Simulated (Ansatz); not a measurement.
# Mg4Zn: the cost of one run

Method: DFT PBE, scalar-relativistic, plane waves, PAW, in Ansatz 0.2.0.

1 further run of the same task is left out (it didn't finish).

### Step 1. The starting structure

It takes space group Pm-3m (No. 221, cubic). The conventional cell has a = 5.283 Å, b = 5.283 Å, c = 5.283 Å, α = 90.00°, β = 90.00°, γ = 90.00°. Mg (site symmetry 4/mmm) is surrounded by 2 Mg at 2.64 Å. Around Mg (site symmetry m-3m) lie 6 Mg at 2.64 Å. Zn (site symmetry m-3m) is surrounded by 12 Mg at 3.74 Å.

As a file:

```xyz
5
Lattice="5.2829 0.0000 0.0000 0.0000 5.2829 0.0000 0.0000 0.0000 5.2829" Properties=species:S:1:pos:R:3 pbc="T T T"
Mg    2.6415    0.0000    0.0000
Mg    0.0000    2.6415    0.0000
Mg    0.0000    0.0000    2.6415
Mg    0.0000    0.0000    0.0000
Zn    2.6415    2.6415    2.6415
```

A structure generator made this guess: random cell by space group and Wyckoff sites (Pm-3m, No. 221). Its size is a rough estimate.

### Step 2. The guess as it stands, on a coarse mesh

input.yaml

```yaml
crystal:
  lattice:
    - [5.28292837, 0.0, 0.0]
    - [0.0, 5.28292837, 0.0]
    - [0.0, 0.0, 5.28292837]
  atoms:
    - { symbol: Mg, position: [0.5, 0.0, 0.0] }
    - { symbol: Mg, position: [0.0, 0.5, 0.0] }
    - { symbol: Mg, position: [0.0, 0.0, 0.5] }
    - { symbol: Mg, position: [0.0, 0.0, 0.0] }
    - { symbol: Zn, position: [0.5, 0.5, 0.5] }
basis:
  ecutwfc: 420
kpoints:
  mp_grid: { grid: [4, 4, 4] }
hamiltonian:
  xc: pbe
scf:
  occupations: { method: gaussian, width: 0.1 }
  lower_state_search: "off"
output:
  forces: true
  stress: true
  eigenvalues: true
```

Started as:

```sh
$ ansatz run input.yaml --threads 1 --pin off --max-ram 2560MiB --backend cpu --events-out ev --progress --plain --runs-dir out
```

Q: Estimate wall time and peak memory on 1 thread of AMD EPYC 7B13 (Zen 3), shared host.

About 2.1 s, with a peak of 0.39 GiB.
